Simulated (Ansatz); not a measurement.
# SnSiH4ClF (SMILES [F][SnH]([SiH3])[Cl]): r2SCAN/def2-SVP (core potential)

What is the vertical singlet–triplet gap of SnSiH4ClF at r2SCAN/def2-SVP (core potential)? 

The calculation is run with Ansatz 0.2.0.

104 further runs of the same task are left out: 6 that didn't finish, 98 set aside as unsound or not needed. Runs told in other sessions of the task aren't counted.

## (1) The system as given

SnSiH4ClF: 8 atoms, total charge 0, spin state singlet. As SMILES, `[F][SnH]([SiH3])[Cl]`. The coordinates come from a PBE0-D4/def2-TZVP relaxation.

Bond lengths: F1–Sn2 1.922 Å, Sn2–Si3 2.562 Å, Sn2–Cl4 2.326 Å, Sn2–H5 1.703 Å, Si3–H6 1.483 Å, Si3–H7 1.483 Å, Si3–H8 1.481 Å. Some angles: F1–Sn2–Si3 106.4°, F1–Sn2–Cl4 104.0°, Si3–Sn2–Cl4 108.4°, F1–Sn2–H5 104.3°, Si3–Sn2–H5 125.0°, Cl4–Sn2–H5 106.7°, Sn2–Si3–H6 108.7°, Sn2–Si3–H7 107.9°, Sn2–Si3–H8 107.4°, H6–Si3–H7 110.5°.

## (2) A single-point energy at r2SCAN/def2-SVP (core potential)

File job.yaml:

```yaml
crystal:
  periodic: [false, false, false]
  atoms:
    - {symbol: F, position_ang: [-2.164400, 1.207300, 0.065000]}
    - {symbol: Sn, position_ang: [-0.491100, 0.743900, -0.760400]}
    - {symbol: Si, position_ang: [0.772400, -0.710700, 0.928600]}
    - {symbol: Cl, position_ang: [-1.103700, -0.588800, -2.566200]}
    - {symbol: H, position_ang: [0.081000, 2.212200, -1.406000]}
    - {symbol: H, position_ang: [1.077500, 0.107800, 2.127500]}
    - {symbol: H, position_ang: [2.025400, -1.174900, 0.284900]}
    - {symbol: H, position_ang: [-0.104900, -1.854000, 1.270900]}
basis:
  gaussian: {orbitals: def2-SVP}
accuracy: high
output: {orbitals: {seedname: orbitals}}
hamiltonian: {xc: {name: r2SCAN}}
```

The run is started by

```bash
$ ansatz run job.yaml --threads 1 --pin off --max-ram 3480MiB --events-out events.jsonl --progress --plain --runs-dir runs
```

Output:

```text
Warning: RAYON_NUM_THREADS=1 ignored (pool sized by the plan → 1); use --threads N
Functional definition: r2SCAN
  name "r2SCAN"
  parameter k0 = 0.174
  parameter k1 = 0.065
  parameter a1 = 4.9479
  exchange = r2scan_x(k0 = k0, k1 = k1, a1 = a1)
  correlation = r2scan_c
2115 factors; integrals over basis functions are off by at most 7.7e-9 eV
mean field evaluation 1: about -29003.6680 eV, gradient 3.8e1 eV
mean field evaluation 2: about -28985.9277 eV, gradient 1.1e2 eV
mean field evaluation 4: about -29006.2739 eV, gradient 5.8e0 eV
mean field evaluation 8: about -29006.3529 eV, gradient 6.5e-2 eV
mean field evaluation 16: about -29006.3529 eV, gradient 5.0e-6 eV
mean field -29006.35294696 eV, -1065.9638095885 hartree, gradient 1.7e-8 eV, S^2 0.000000; 0 other end points of the search recorded, 0 dependent functions left out
reference -29006.35294790 eV, -1065.9638096230 hartree; 33, 33 occupied and 63, 63 virtual orbitals, 2115 factors
Total energy: -29006.35294790 eV, -1065.9638096230 hartree
```

It took 32 s on 1 thread of Arm Neoverse N1, shared host; peak memory 0.33 GiB.

## (3) The triplet at the same level

File input.yaml:

```yaml
basis:
  gaussian:
    orbitals: def2-SVP
crystal:
  periodic: [false, false, false]
  atoms:
    - {symbol: F, position_ang: [-2.164400, 1.207300, 0.065000]}
    - {symbol: Sn, position_ang: [-0.491100, 0.743900, -0.760400]}
    - {symbol: Si, position_ang: [0.772400, -0.710700, 0.928600]}
    - {symbol: Cl, position_ang: [-1.103700, -0.588800, -2.566200]}
    - {symbol: H, position_ang: [0.081000, 2.212200, -1.406000]}
    - {symbol: H, position_ang: [1.077500, 0.107800, 2.127500]}
    - {symbol: H, position_ang: [2.025400, -1.174900, 0.284900]}
    - {symbol: H, position_ang: [-0.104900, -1.854000, 1.270900]}
total_charge: 0
magnetization:
  spin_polarized: true
  initial_magnetization: 2
hamiltonian:
  xc: r2scan
accuracy: high
output: {orbitals: {seedname: orbitals}}
```

The run is started by

```bash
$ ansatz run input.yaml --threads 1 --pin off --max-ram 3480MiB --events-out events.jsonl --progress --plain --runs-dir runs
```

Output, shortened:

```text
Warning: RAYON_NUM_THREADS=1 ignored (pool sized by the plan → 1); use --threads N
[... 7 set-up lines as earlier in the session ...]
2115 factors; integrals over basis functions are off by at most 7.7e-9 eV
mean field evaluation 1: about -28997.6851 eV, gradient 2.8e1 eV
mean field evaluation 2: about -28924.0548 eV, gradient 1.3e2 eV
mean field evaluation 4: about -28995.9725 eV, gradient 2.3e1 eV
mean field evaluation 8: about -29001.1861 eV, gradient 3.9e-1 eV
mean field evaluation 16: about -29001.1882 eV, gradient 5.2e-3 eV
mean field evaluation 32: about -29001.1882 eV, gradient 4.2e-7 eV
mean field evaluation 64: about -28999.4963 eV, gradient 3.7e0 eV
mean field -29001.18823015 eV, -1065.7740097465 hartree, gradient 3.7e-8 eV, S^2 2.012605; 8 other end points of the search recorded, 0 dependent functions left out
reference -29001.18823317 eV, -1065.7740098577 hartree; 34, 32 occupied and 62, 64 virtual orbitals, 2115 factors
Total energy: -29001.18823317 eV, -1065.7740098577 hartree
```

Run time: 2 min. Hardware: 1 thread of Arm Neoverse N1, shared host; peak memory 0.53 GiB.

## (4) What came out

Level: r2SCAN/def2-SVP (core potential).

```
                                        quantity           value
                           singlet: total energy  -1065.96381 Eh
                            singlet: HOMO energy        -7.41 eV
                            singlet: LUMO energy        -1.68 eV
                          singlet: HOMO–LUMO gap         5.73 eV
                           triplet: total energy  -1065.77401 Eh
     triplet: HOMO energy (highest over α and β)        -2.47 eV
                                   triplet: ⟨S²⟩           2.013
vertical energy of the triplet above the singlet        5.165 eV
```

At this shape the triplet lies 5.16 eV (119 kcal/mol) above the singlet.
